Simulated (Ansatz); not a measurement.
# C6H3ClSi: how energies converge with the basis set

How large a basis does C6H3ClSi need? Two functionals are run in growing sets.

Program: Ansatz 0.2.0, Gaussian basis. Level of theory: one geometry, several basis sets. These are calculated values, not measurements.

Plan: PBE0-D4/def2-SVP; ωB97M-V/def2-SVP; PBE0-D4/def2-QZVPP; ωB97M-V/def2-QZVPP; the functionals' def2-TZVPP values are taken from earlier runs.

## 1. The relaxed structure

The geometry comes from an earlier relaxation with PBE0-D4 in a triple-zeta def2 set; it is a stationary point, not always the lowest conformer.

SMILES `C#C[Si](Cl)(C#C)C#C`, 11 atoms, charge 0, spin multiplicity 1.

Atoms are counted from 1 here; the program's logs count them from 0.

Bond lengths: C1–C2 1.205 Å, C1–H9 1.066 Å, C2–Si3 1.810 Å, Si3–Cl4 2.041 Å, Si3–C5 1.810 Å, Si3–C7 1.810 Å, C5–C6 1.205 Å, C6–H10 1.066 Å, C7–C8 1.205 Å, C8–H11 1.066 Å. Angles: C2–C1–H9 179.9°, C1–C2–Si3 179.9°, C2–Si3–Cl4 109.0°, C2–Si3–C5 110.0°, C2–Si3–C7 110.0°, Cl4–Si3–C5 109.0°, Cl4–Si3–C7 109.0°, C5–Si3–C7 110.0°, Si3–C5–C6 179.9°, C5–C6–H10 179.9°, Si3–C7–C8 179.9°, C7–C8–H11 179.9°.

## 2. PBE0-D4 in def2-SVP

Contents of in.yaml:

```yaml
crystal:
  periodic: [false, false, false]
  atoms:
    - {symbol: C, position_ang: [-0.503187, -0.015503, 2.831273]}
    - {symbol: C, position_ang: [-0.525589, 0.042944, 1.627936]}
    - {symbol: Si, position_ang: [-0.555175, 0.129741, -0.179588]}
    - {symbol: Cl, position_ang: [-2.448450, 0.584921, -0.790694]}
    - {symbol: C, position_ang: [0.574695, 1.421147, -0.755101]}
    - {symbol: C, position_ang: [1.328661, 2.280059, -1.136873]}
    - {symbol: C, position_ang: [-0.078610, -1.468213, -0.883135]}
    - {symbol: C, position_ang: [0.240660, -2.532126, -1.350147]}
    - {symbol: H, position_ang: [-0.484633, -0.066940, 3.896121]}
    - {symbol: H, position_ang: [1.994825, 3.040733, -1.475231]}
    - {symbol: H, position_ang: [0.522005, -3.473662, -1.763961]}
basis:
  gaussian: {orbitals: def2-SVP}
hamiltonian: {xc: pbe0, dispersion: d4}
output: {orbitals: {seedname: orbitals}}
```

Launch:

```console
> ansatz run in.yaml --threads 4 --pin off --events-out ev --progress --plain --max-ram 11315MiB
```

Further steps of the session: ωB97M-V in def2-SVP; PBE0-D4 in def2-QZVPP; ωB97M-V in def2-QZVPP.

**Question.** What will the summary of the whole plan be? Wanted: PBE0-D4: double and triple zeta above quadruple; ωB97M-V: double and triple zeta above quadruple.

**Answer**, as computed:

```
                                       quantity           value
PBE0-D4: double and triple zeta above quadruple  15.17, 0.96 eV
ωB97M-V: double and triple zeta above quadruple  15.32, 0.88 eV
```

**Reading.** PBE0-D4 gains 14.21 eV from double to triple zeta, then 0.96 eV more. These are total energies; as a rule much of such shifts cancels in differences, which this series doesn't test.
